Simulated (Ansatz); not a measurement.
# H3SiW: the cost of one run

The runs use Ansatz 0.2.0, Gaussian basis; the settings change from run to run.

19 further runs of the same task are left out: 1 for a known fault of the program, 14 that didn't finish, 4 set aside as unsound or not needed.

**1. The system**

The geometry derives from a PBE0/def2-TZVP stationary point (not a proven minimum). One bond is set to the value named and the two fragments are kept rigid. No spin-orbit coupling is included. Elements past krypton take def2 core potentials.

5 atoms, charge 1, spin multiplicity 1.

Atoms are counted from 1 here; the program's logs count them from 0.

Bond lengths: W1–Si2 1.900 Å, W1–H3 1.670 Å, Si2–H4 1.481 Å, Si2–H5 1.489 Å. Angles: Si2–W1–H3 85.6°, W1–Si2–H4 128.0°, W1–Si2–H5 116.5°, H4–Si2–H5 115.1°.

**2. BCCD(T) on RHF/def2-SVP**

Input file in.yaml:

```yaml
crystal:
  periodic: [false, false, false]
  atoms:
    - {symbol: W, position_ang: [0.006630, -0.005751, 0.274054]}
    - {symbol: Si, position_ang: [0.008343, 0.000150, -1.625936]}
    - {symbol: H, position_ang: [-1.237709, 1.101508, 0.148967]}
    - {symbol: H, position_ang: [0.526964, 1.048479, -2.533718]}
    - {symbol: H, position_ang: [-0.731027, -1.105186, -2.294974]}
basis:
  gaussian: {orbitals: def2-SVP, point_charges: [{charge: -1.00, position_ang: [3.588, 0.743, 0.057]}]}
total_charge: 1
magnetization: {spin_polarized: false}
correlation: {method: bccd_t, electrons: valence}
output: {forces: true}
```

Run with:

```sh
ansatz run in.yaml --threads 1 --pin off --events-out ev --progress --plain --max-ram 2393MiB
```

Q: Estimate wall time and peak memory on 1 thread of AMD EPYC 9R45, shared host.

About 10 s, with a peak of 0.29 GiB.
